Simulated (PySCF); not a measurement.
**MoCl3 (quartet): basis, grid and Hamiltonian**

The method stays; parts of the set-up, such as the basis or the Hamiltonian, are changed.

Method: method and basis as typed in the scripts; program: PySCF 2.14.0.

3 further runs of the same task are left out: 1 for a known fault of the program, 2 that didn't finish.

### Step 1. Starting geometry

MoCl3 (quartet): 4 atoms, charge 0, spin multiplicity 4.

Bond lengths: Mo1–Cl2 2.322 Å, Mo1–Cl3 2.322 Å, Mo1–Cl4 2.322 Å. Angles: Cl2–Mo1–Cl3 120.0°, Cl2–Mo1–Cl4 120.0°, Cl3–Mo1–Cl4 120.0°.

As a file:

```
atom    x (Å)    y (Å)   z (Å)
 Mo1   0.0000   0.0000  0.0000
 Cl2   2.3223   0.0000  0.0000
 Cl3  -1.1611   2.0112  0.0000
 Cl4  -1.1612  -2.0112  0.0000
```

### Step 2. Base script

input.py

```python
from pyscf import gto, scf, mp

mol = gto.M(
    atom='Mo 0 0 0; Cl 2.3223 0 0; Cl -1.1611 2.0112 0; Cl -1.1612 -2.0112 0',
    basis='def2-svp',
    ecp={'Mo': 'def2-svp'},
    charge=0,
    spin=3,
    symmetry=True,
    verbose=4,
)
mf = scf.UHF(mol)
mf = mf.newton()
mf.kernel()
mp.MP2(mf, frozen=15).kernel()
mf.dip_moment()
print('orbital energies (hartree):', [e[max(0, n-3):n+3].round(4) for e, n in zip(mf.mo_energy, mol.nelec)])
```

The run is started by

```sh
$ OMP_NUM_THREADS=1 python input.py
```

The log of this run is left out.

In short: E(SCF) = -1445.759622 Eh, 3 macro-iterations, E(MP2) − E(SCF) = -0.65880 Eh, ⟨S²⟩ = 3.794, μ = 0.00 D (of the SCF density).

No search for the lowest state was made; open d or f shells can end in a higher solution. The quartet is typed in the script; nothing here shows that it is the ground state.

### Step 3. Cartesian functions on

Run 1 changes Cartesian functions: off → on.

input.py

```python
from pyscf import gto, scf, mp

mol = gto.M(
    atom='Mo 0 0 0; Cl 2.3223 0 0; Cl -1.1611 2.0112 0; Cl -1.1612 -2.0112 0',
    basis='def2-svp',
    ecp={'Mo': 'def2-svp'},
    charge=0,
    spin=3,
    symmetry=True,
    cart=True,
    verbose=4,
)
mf = scf.UHF(mol)
mf = mf.newton()
mf.kernel()
mp.MP2(mf, frozen=15).kernel()
mf.dip_moment()
print('orbital energies (hartree):', [e[max(0, n-3):n+3].round(4) for e, n in zip(mf.mo_energy, mol.nelec)])
```

The run is started by

```sh
$ OMP_NUM_THREADS=1 python input.py
```

### Step 4. Core potential off

Run 2 changes core potential: on → off. The core potential changes with it: totals don't compare.

input.py, as its differences from that of step 2:

```diff
@@ -5,3 +5,2 @@
     basis='def2-svp',
-    ecp={'Mo': 'def2-svp'},
     charge=0,
```

### Step 5. Density fitting weigend

Run 3 changes density fitting: none → weigend.

input.py, as its differences from that of step 2:

```diff
@@ -12,2 +12,3 @@
 mf = scf.UHF(mol)
+mf = mf.density_fit(auxbasis='weigend')
 mf = mf.newton()
```

Before running it: what results should come out? Wanted: for each run, E(SCF); from base; gap, α spin; SCF dipole; after the SCF.

As calculated:

```
                             run  E(SCF) (hartree)  from base (eV)   cycles  gap, α spin (eV)  SCF dipole (D)  functions                            after the SCF
                            base      -1445.759622               0  3 macro             11.15            0.00         85  MP2 correlation -17.927 eV, core frozen
          Cartesian functions on      -1445.778790         -0.5216  3 macro             11.19            0.00         93  MP2 correlation -18.730 eV, core frozen
core potential off (poor choice)      -2205.865049  not comparable  9 macro             -0.88            3.20         85  MP2 correlation -12.680 eV, core frozen
         density fitting weigend      -1439.568580       +168.4668  3 macro             11.09            0.00         85  MP2 correlation -18.016 eV, core frozen
```

The largest comparable shift of the SCF energy, +168.467 eV, comes with the run “density fitting weigend”. Rows marked «poor choice» come from settings spoiled on purpose.
